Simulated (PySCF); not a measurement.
# GaHSeCl2 (SMILES [Cl][Ga]([Cl])[SeH]) at M06-2X/def2-SVP

Aim: the vertical ionisation energy of GaHSeCl2 at M06-2X/def2-SVP, from 2 runs. Input form: a Python script.

Program for the calculation: PySCF 2.14.0.

## (1) The molecule

GaHSeCl2: 5 atoms, total charge 0, spin state singlet. As SMILES, `[Cl][Ga]([Cl])[SeH]`. Geometry: relaxed at PBE0-D4/def2-TZVP.

Bond lengths: Cl1–Ga2 2.125 Å, Ga2–Cl3 2.127 Å, Ga2–Se4 2.299 Å, Se4–H5 1.470 Å. Angles: Cl1–Ga2–Cl3 117.8°, Cl1–Ga2–Se4 120.0°, Cl3–Ga2–Se4 122.1°, Ga2–Se4–H5 90.8°.

## (2) A single-point energy at M06-2X/def2-SVP

The input, calc.py:

```python
# [Cl][Ga]([Cl])[SeH]
from pyscf import gto, dft

mol = gto.M(
    atom='''
Cl       1.565200      -0.816300       1.955100
Ga       0.270800      -0.384500       0.326100
Cl      -0.593300      -2.024800      -0.717000
Se      -0.155400       1.797300      -0.258200
H       -1.037500       1.354700      -1.347300
''',
    charge=0,
    spin=0,
    max_memory=1860,
    basis='def2-svp',
    verbose=4,
)

myscf = dft.RKS(mol, xc='m06-2x')
myscf.conv_tol = 1e-10
myscf.grids.level = 8
myscf.kernel()
if not myscf.converged:
    myscf = myscf.newton().run(myscf.mo_coeff, myscf.mo_occ)

e_tot = myscf.e_tot
print('E = %.10f Eh' % e_tot)
```

Launch:

```
$ OMP_NUM_THREADS=1 python calc.py
```

The log of the run:

```text
PySCF version 2.14.0

[INPUT] num. atoms = 5
[INPUT] num. electrons = 100
[INPUT] charge = 0
[INPUT] spin (= nelec alpha-beta = 2S) = 0
[INPUT] symmetry False subgroup None
[INPUT] Mole.unit = angstrom
[INPUT] Symbol           X                Y                Z      unit          X                Y                Z       unit  Magmom
[INPUT]  1 Cl     1.565200000000  -0.816300000000   1.955100000000 AA    2.957799330169  -1.542583435482   3.694603546137 Bohr   0.0
[INPUT]  2 Ga     0.270800000000  -0.384500000000   0.326100000000 AA    0.511737834532  -0.726599694895   0.616239689221 Bohr   0.0
[INPUT]  3 Cl    -0.593300000000  -2.024800000000  -0.717000000000 AA   -1.121174509704  -3.826317457019  -1.354933631313 Bohr   0.0
[INPUT]  4 Se    -0.155400000000   1.797300000000  -0.258200000000 AA   -0.293663439757   3.396404763681  -0.487927285363 Bohr   0.0
[INPUT]  5 H     -1.037500000000   1.354700000000  -1.347300000000 AA   -1.960590854236   2.560011980948  -2.546028007627 Bohr   0.0

nuclear repulsion = 728.447111768309
number of shells = 43
number of NR pGTOs = 227
number of NR cGTOs = 105
basis = def2-svp
ecp = {}

******** <class 'pyscf.dft.rks.RKS'> ********
method = RKS
initial guess = minao
damping factor = 0
level_shift factor = 0
DIIS = <class 'pyscf.scf.diis.CDIIS'>
diis_start_cycle = 1
diis_space = 8
diis_damp = 0
SCF conv_tol = 1e-10
SCF conv_tol_grad = None
SCF max_cycles = 50
direct_scf = True
direct_scf_tol = 1e-13
XC library pyscf.dft.libxc version 7.0.0
    S. Lehtola, C. Steigemann, M. J.T. Oliveira, and M. A.L. Marques.,  SoftwareX 7, 1–5 (2018)
XC functionals = m06-2x
    Y. Zhao and D. G. Truhlar.,  Theor. Chem. Acc. 120, 215 (2008)
    Y. Zhao and D. G. Truhlar.,  Theor. Chem. Acc. 120, 215 (2008)
radial grids:
    Treutler-Ahlrichs [JCP 102, 346 (1995); DOI:10.1063/1.469408] (M4) radial grids

becke partition: Becke, JCP 88, 2547 (1988); DOI:10.1063/1.454033
pruning grids: <function nwchem_prune>
grids dens level: 8
symmetrized grids: False
atomic radii adjust function: <function treutler_atomic_radii_adjust>
small_rho_cutoff = 0
Set gradient conv threshold to 1e-05
Initial guess from minao.
tot grids = 449288
init E= -5245.55969737314
  HOMO = -0.309081841817728  LUMO = -0.0627379739257181  gap/eV = 6.70336
cycle= 1 E= -5246.67888237486  delta_E= -1.12  |g|= 0.467  |ddm|= 2.61
  HOMO = -0.33663064796203  LUMO = -0.0661658547619739  gap/eV = 7.35972
cycle= 2 E= -5246.6759894911  delta_E= 0.00289  |g|= 0.539  |ddm|= 1.16
  HOMO = -0.32978947657282  LUMO = -0.0212532296738517  gap/eV = 8.39570
cycle= 3 E= -5246.74240627013  delta_E= -0.0664  |g|= 0.0327  |ddm|= 0.588
  HOMO = -0.328110512605517  LUMO = -0.0198882733431623  gap/eV = 8.38715
cycle= 4 E= -5246.74265046317  delta_E= -0.000244  |g|= 0.0134  |ddm|= 0.0487
  HOMO = -0.328290582004448  LUMO = -0.0198503078565947  gap/eV = 8.39309
cycle= 5 E= -5246.74269372875  delta_E= -4.33e-05  |g|= 0.002  |ddm|= 0.0167
  HOMO = -0.328152557895846  LUMO = -0.0197885158404382  gap/eV = 8.39101
cycle= 6 E= -5246.74269491659  delta_E= -1.19e-06  |g|= 0.000699  |ddm|= 0.00358
  HOMO = -0.328188373433114  LUMO = -0.0198991698900061  gap/eV = 8.38898
cycle= 7 E= -5246.74269512051  delta_E= -2.04e-07  |g|= 0.00015  |ddm|= 0.00112
  HOMO = -0.328200612615592  LUMO = -0.0198815054659629  gap/eV = 8.38979
cycle= 8 E= -5246.74269513437  delta_E= -1.39e-08  |g|= 3.82e-05  |ddm|= 0.00039
  HOMO = -0.328191866201305  LUMO = -0.0198808791352794  gap/eV = 8.38957
cycle= 9 E= -5246.74269513544  delta_E= -1.08e-09  |g|= 9.89e-06  |ddm|= 0.000105
  HOMO = -0.328193312485092  LUMO = -0.0198810794422838  gap/eV = 8.38960
cycle= 10 E= -5246.74269513551  delta_E= -6.28e-11  |g|= 4.87e-06  |ddm|= 2.51e-05
  HOMO = -0.328192403446498  LUMO = -0.0198811160226936  gap/eV = 8.38958
Extra cycle  E= -5246.74269513551  delta_E= -9.09e-13  |g|= 4e-06  |ddm|= 9.2e-06
converged SCF energy = -5246.74269513551
E = -5246.7426951355 Eh
```

Wall time 88 s (1 thread of Arm Neoverse V1, shared host); peak memory 0.6 GiB.

## (3) The doublet cation, same level

The input, run.py:

```python
from pyscf import gto, dft

mol = gto.M(
    atom=[
    ('Cl', (1.565200, -0.816300, 1.955100)),
    ('Ga', (0.270800, -0.384500, 0.326100)),
    ('Cl', (-0.593300, -2.024800, -0.717000)),
    ('Se', (-0.155400, 1.797300, -0.258200)),
    ('H', (-1.037500, 1.354700, -1.347300)),
],
    max_memory=1860,
    charge=1,
    basis='def2-svp',
    verbose=3,
    spin=1,
)

mf = dft.UKS(mol, xc='m06-2x')
mf.conv_tol = 1e-10
mf.grids.level = 8
mf.kernel()
if not mf.converged:
    mf = mf.newton().run(mf.mo_coeff, mf.mo_occ)

etot = mf.e_tot
print('Final energy', etot)
```

Launch:

```
$ OMP_NUM_THREADS=1 python run.py
```

The log of the run:

```text
WARN: HOMO -0.309081841817724 >= LUMO -0.309081841817725

converged SCF energy = -5246.37132428237  <S^2> = 0.75478378  2S+1 = 2.0047781
Final energy -5246.37132428237
```

Wall time 3.8 min (1 thread of Arm Neoverse V1, shared host); peak memory 0.63 GiB.

## (4) What came out

At M06-2X/def2-SVP:

| quantity | value |
| --- | --- |
| singlet GaHSeCl2: total energy | -5246.74270 Eh |
| singlet GaHSeCl2: dipole moment | 1.52 D |
| singlet GaHSeCl2: HOMO energy | -8.93 eV |
| singlet GaHSeCl2: LUMO energy | -0.54 eV |
| singlet GaHSeCl2: HOMO–LUMO gap | 8.39 eV |
| doublet cation: total energy | -5246.37132 Eh |
| doublet cation: HOMO energy (highest over α and β) | -14.99 eV |
| doublet cation: LUMO energy (lowest over α and β) | -11.16 eV |
| doublet cation: ⟨S²⟩ | 0.755 |
| vertical ionisation energy (to the doublet cation) | 10.106 eV |

**Reading.** The vertical ionisation energy comes to 10.11 eV (975 kJ/mol). −ε(HOMO) before ionisation, 8.93 eV, is 1.17 eV below this ionisation energy. Mulliken charges (doublet cation) run from -0.13 on Cl3 to +0.70 on Ga2; they depend strongly on the basis.
